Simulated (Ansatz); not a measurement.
**CH₅F₃Si₂: how energies converge with the basis set**

Aim: see how fast density functionals converge with the basis set for CH₅F₃Si₂.

The runs use Ansatz 0.2.0, Gaussian basis; one geometry, several basis sets.

The runs, in order: PBE0-D4/def2-SVP; ωB97M-V/def2-SVP; PBE0-D4/def2-QZVPP; ωB97M-V/def2-QZVPP; the functionals' def2-TZVPP values are taken from earlier runs.

### Step 1. The geometry

All runs share one geometry, relaxed beforehand with PBE0-D4 in a triple-zeta def2 set.

SMILES `C[SiH2][Si](F)(F)F`, 11 atoms, charge 0, spin multiplicity 1.

Atoms are counted from 1 here; the program's logs count them from 0.

Bond lengths: C1–Si2 1.871 Å, C1–H7 1.092 Å, C1–H8 1.092 Å, C1–H9 1.092 Å, Si2–Si3 2.331 Å, Si2–H10 1.487 Å, Si2–H11 1.487 Å, Si3–F4 1.585 Å, Si3–F5 1.583 Å, Si3–F6 1.585 Å. Angles: Si2–C1–H7 110.4°, Si2–C1–H8 110.8°, Si2–C1–H9 110.8°, H7–C1–H8 108.3°, H7–C1–H9 108.3°, H8–C1–H9 108.3°, C1–Si2–Si3 110.0°, C1–Si2–H10 111.8°, C1–Si2–H11 111.8°, Si3–Si2–H10 107.2°, Si3–Si2–H11 107.2°, H10–Si2–H11 108.7°, Si2–Si3–F4 111.8°, Si2–Si3–F5 113.0°, Si2–Si3–F6 111.8°, F4–Si3–F5 106.7°, F4–Si3–F6 106.3°, F5–Si3–F6 106.7°.

As a file:

```
C    -0.08038   -1.20873    1.25465
Si    0.80730   -0.37103   -0.16372
Si   -0.50311    1.35772   -1.01618
F    -1.90264    0.83126   -1.54219
F     0.18193    2.11579   -2.22529
F    -0.82348    2.45175    0.08518
H     0.52940   -2.01941    1.65906
H    -1.03151   -1.62914    0.92205
H    -0.28228   -0.49845    2.05886
H     2.09752    0.22766    0.27016
H     1.07276   -1.31462   -1.28198
```

### Step 2. PBE0-D4 in def2-SVP

Input file in.yaml:

```yaml
crystal:
  periodic: [false, false, false]
  atoms:
    - {symbol: C, position_ang: [-0.080385, -1.208729, 1.254647]}
    - {symbol: Si, position_ang: [0.807304, -0.371029, -0.163722]}
    - {symbol: Si, position_ang: [-0.503115, 1.357722, -1.016176]}
    - {symbol: F, position_ang: [-1.902641, 0.831257, -1.542193]}
    - {symbol: F, position_ang: [0.181930, 2.115793, -2.225289]}
    - {symbol: F, position_ang: [-0.823483, 2.451753, 0.085178]}
    - {symbol: H, position_ang: [0.529400, -2.019414, 1.659063]}
    - {symbol: H, position_ang: [-1.031513, -1.629139, 0.922052]}
    - {symbol: H, position_ang: [-0.282278, -0.498455, 2.058858]}
    - {symbol: H, position_ang: [2.097519, 0.227662, 0.270163]}
    - {symbol: H, position_ang: [1.072762, -1.314621, -1.281981]}
basis:
  gaussian: {orbitals: def2-SVP}
hamiltonian: {xc: pbe0, dispersion: d4}
output: {orbitals: {seedname: orbitals}}
```

Further steps of the session: ωB97M-V in def2-SVP; PBE0-D4 in def2-QZVPP; ωB97M-V in def2-QZVPP.

Before running them: what should the planned runs give, taken together? Wanted: PBE0-D4: double and triple zeta above quadruple; ωB97M-V: double and triple zeta above quadruple.

The runs gave:

```
                                       quantity           value
PBE0-D4: double and triple zeta above quadruple  18.66, 1.08 eV
ωB97M-V: double and triple zeta above quadruple  18.87, 1.01 eV
```

PBE0-D4 gains 17.58 eV from double to triple zeta, then 1.08 eV more. These are total energies; as a rule much of such shifts cancels in differences, which this series doesn't test. The LUMO of ωB97M-V is positive and keeps falling with the basis (1.82 to 0.99 eV): an unbound level that the basis holds in place.
